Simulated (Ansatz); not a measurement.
**CH3F2In: how energies converge with the basis set**

The task here is to estimate one member of a computed series from the others.

The runs use Ansatz 0.2.0, Gaussian basis; one geometry, several basis sets.

Levels to be run: PBE0-D4/def2-SVP; ωB97M-V/def2-SVP; PBE0-D4/def2-QZVPP; ωB97M-V/def2-QZVPP; the functionals' def2-TZVPP values are taken from earlier runs.

1 further run of the same task is left out (for a known fault of the program).

### The relaxed structure

All runs share one geometry, relaxed beforehand with PBE0-D4 in a triple-zeta def2 set. In takes the def2 core potential; no spin-orbit term is included.

SMILES `[CH3][In]([F])[F]`, 7 atoms, charge 0, spin multiplicity 1.

Atoms are counted from 1 here; the program's logs count them from 0.

Bond lengths: C1–In2 2.117 Å, C1–H5 1.088 Å, C1–H6 1.089 Å, C1–H7 1.089 Å, In2–F3 1.943 Å, In2–F4 1.943 Å. Angles: In2–C1–H5 109.2°, In2–C1–H6 108.9°, In2–C1–H7 108.7°, H5–C1–H6 110.5°, H5–C1–H7 110.1°, H6–C1–H7 109.4°, C1–In2–F3 126.8°, C1–In2–F4 126.7°, F3–In2–F4 106.5°.

Set-up of the first run:

The input, in.yaml:

```yaml
crystal:
  periodic: [false, false, false]
  atoms:
    - {symbol: C, position_ang: [-0.408385, 0.953294, -0.328210]}
    - {symbol: In, position_ang: [0.381511, -0.903314, 0.311110]}
    - {symbol: F, position_ang: [1.933075, -1.179293, 1.447470]}
    - {symbol: F, position_ang: [-0.303135, -2.668562, -0.124770]}
    - {symbol: H, position_ang: [-1.376271, 0.788593, -0.797049]}
    - {symbol: H, position_ang: [-0.509304, 1.610158, 0.534346]}
    - {symbol: H, position_ang: [0.282510, 1.399115, -1.042899]}
basis:
  gaussian: {orbitals: def2-SVP}
hamiltonian: {xc: pbe0, dispersion: d4}
output: {orbitals: {seedname: orbitals}}
```

Launch:

```
ansatz run in.yaml --threads 4 --pin off --events-out ev --progress --plain --max-ram 10444MiB
```

Among the steps run: PBE0-D4 in def2-SVP; ωB97M-V in def2-SVP; PBE0-D4 in def2-QZVPP; ωB97M-V in def2-QZVPP.

One of the session's tables, all rows but one given; the rest of the session is left out.

```
functional       basis  HOMO (eV)  LUMO (eV)
   PBE0-D4    def2-SVP      -9.08      -1.44
   PBE0-D4  def2-TZVPP      -9.23      -1.68
   PBE0-D4  def2-QZVPP      -9.25      -1.77
   ωB97M-V    def2-SVP     -11.31       0.51
   ωB97M-V  def2-TZVPP          ?          ?
   ωB97M-V  def2-QZVPP     -11.50      -0.14
```

Q: Estimate the row for ωB97M-V, def2-TZVPP from the others.

**Answer.** HOMO (eV): -11.47; LUMO (eV): 0.14. In the column «HOMO (eV)» it lies between ωB97M-V, def2-QZVPP (-11.50) and ωB97M-V, def2-SVP (-11.31).
